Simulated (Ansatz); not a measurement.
Run this with the Ansatz DFT code, driven from Python and show what comes out.

Contents of `nahf2.vasp`:
```text
NaHF2
1.0
   1.73700000    1.00285742    4.58333333
  -1.73700000    1.00285742    4.58333333
   0.00000000   -2.00571484    4.58333333
Na H F
1 1 2
Direct
   0.00000000    0.00000000    0.00000000
   0.50000000    0.50000000    0.50000000
   0.41760000    0.41760000    0.41760000
   0.58240000    0.58240000    0.58240000
```

`eps.py`:
```python
# -*- coding: utf-8 -*-
"""Response of NaHF2 to an electric field."""

import ansatz as az
from ase.io import read
import numpy as np

XC = "lda"
CUTOFF_EV = 510
K_LENGTH = 14
OCCUPATIONS = "fixed"


def main():
    atoms = read("nahf2.vasp", format="vasp")
    nahf2 = az.Crystal.from_ase(atoms)

    # an insulator: whole occupations
    setup = (
        nahf2.calculation()
        .functional(XC)
        .basis(CUTOFF_EV)
        .kpoints(length=K_LENGTH)
        .occupations(OCCUPATIONS)
        .dielectric()
    )
    done = setup.run()
    response = done.dielectric
    eps = np.asarray(response.eps_inf)

    print(f"mean eps_inf {np.trace(eps) / 3:.3f}, fraction of exact exchange 1/eps = {3 / np.trace(eps):.3f}")
    print(np.array2string(eps, precision=3, suppress_small=True))
    for index, (site, z) in enumerate(zip(done.lattice.sites, response.zstar_e)):
        print("Born charge tensor of", site.symbol, index)
        print(np.round(z, 3) + 0.0)
    print(f"charge neutrality missed by {response.zstar_sum_residual_pre_e:.4f} e before the sum rule")


if __name__ == "__main__":
    main()
```

Output of `python eps.py`:
```text
mean eps_inf 1.744, fraction of exact exchange 1/eps = 0.573
[[1.683 0.    0.   ]
 [0.    1.683 0.   ]
 [0.    0.    1.864]]
Born charge tensor of Na 0
[[1.039 0.    0.   ]
 [0.    1.039 0.   ]
 [0.    0.    1.027]]
Born charge tensor of H 1
[[0.339 0.    0.   ]
 [0.    0.339 0.   ]
 [0.    0.    1.984]]
Born charge tensor of F 2
[[-0.689  0.     0.   ]
 [ 0.    -0.689  0.   ]
 [ 0.     0.    -1.505]]
Born charge tensor of F 3
[[-0.689  0.     0.   ]
 [ 0.    -0.689  0.   ]
 [ 0.     0.    -1.505]]
charge neutrality missed by 0.0000 e before the sum rule
```

The Fermi level of a run with fixed occupations marks the highest occupied state on its mesh, not mid-gap. The k-point mesh is coarse, and energy and stress weren't tested for convergence. Averages over directions belong to no single polarisation, least of all in layered crystals. Pressure is positive in compression. The starting cell is as deposited in a crystallographic database; the results hold for this polymorph, which needn't be the stable one. This is the electronic (clamped-ion) response; a semilocal gap that is too small tends to raise it. The typed mesh is that of the SCF; the response is solved on denser meshes that the run picks. Hardware and time: 10 s on 1 thread of Intel(R) Xeon(R) 6975P-C (Granite Rapids), with other jobs on the host, peak memory 0.54 GiB.

(Lines on the test bed's own set-up are left out of the output.)
